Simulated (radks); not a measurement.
# Nuclear size and the levels of Ca

Aim: how the total energy, the levels and the density at the nucleus of Ca respond when the nuclear radius is scaled.

Program: radks (a radial shooting solver on a logarithmic mesh, Libxc functionals) version 1. Level of theory: Dirac Kohn-Sham, PBE, spin-unpolarised, spherical densities, finite nucleus. These are calculated values, not measurements, unless marked.

**1. The atom as given**

| Item | Value |
| --- | --- |
| element | calcium (Z = 20) |
| charge | 0 |
| electrons | 20 |
| configuration | [Ar] 4s2 |
| nuclear rms radius | 3.4776 fm |

Outer shells as boxes (Hund's rule):

Ca
```
[Ar] core
4s [↑↓]
```

**2. rms radius 3.4776 fm**

Settings of this run:

```text
Z 20
configuration [Ar] 4s2 3d0 4p0
relativity Dirac
functional pbe,pbe
spin unpolarised
j_filling average
nucleus finite rms 3.4776 fm
c 137.035999084
```

**3. rms radius 2.7821 fm**

Changes since step 2:

```diff
@@ -6,3 +6,3 @@
 j_filling average
-nucleus finite rms 3.4776 fm
+nucleus finite rms 2.7821 fm
 c 137.035999084
```

**4. rms radius 3.2272 fm**

Changes since step 3:

```diff
@@ -6,3 +6,3 @@
 j_filling average
-nucleus finite rms 2.7821 fm
+nucleus finite rms 3.2272 fm
 c 137.035999084
```

**5. rms radius 3.6167 fm**

Changes since step 4:

```diff
@@ -6,3 +6,3 @@
 j_filling average
-nucleus finite rms 3.2272 fm
+nucleus finite rms 3.6167 fm
 c 137.035999084
```

**6. rms radius 3.9923 fm**

Changes since step 5:

```diff
@@ -6,3 +6,3 @@
 j_filling average
-nucleus finite rms 3.6167 fm
+nucleus finite rms 3.9923 fm
 c 137.035999084
```

**Question.** What will these runs give? Wanted: for each run, rms radius; total energy shift; density at nucleus; 1s1/2 shift; 2s1/2 shift; 2p1/2 shift.

**Answer**, as computed:

```tsv
rms radius (fm)	total energy shift (eV)	density at nucleus (e/bohr³)	1s1/2 shift (meV)	2s1/2 shift (meV)	2p1/2 shift (meV)
2.7821	-0.0109	6201	-4.59	-0.361	0.0588
3.2272	-0.00419	6177	-1.77	-0.139	0.0227
3.4776	0	6165	0	0	0
3.6167	0.00246	6159	1.04	0.0816	-0.0133
3.9923	0.00958	6143	4.03	0.317	-0.0517
```

In words: Shifts are against the first run. Over the range the 1s1/2 level moves by 0.00862 eV and the 2p1/2 level by -0.111 meV. A larger nucleus binds the 1s electrons less and lowers the density at its centre. These are shifts of eigenvalues, not the field shifts of spectral lines.
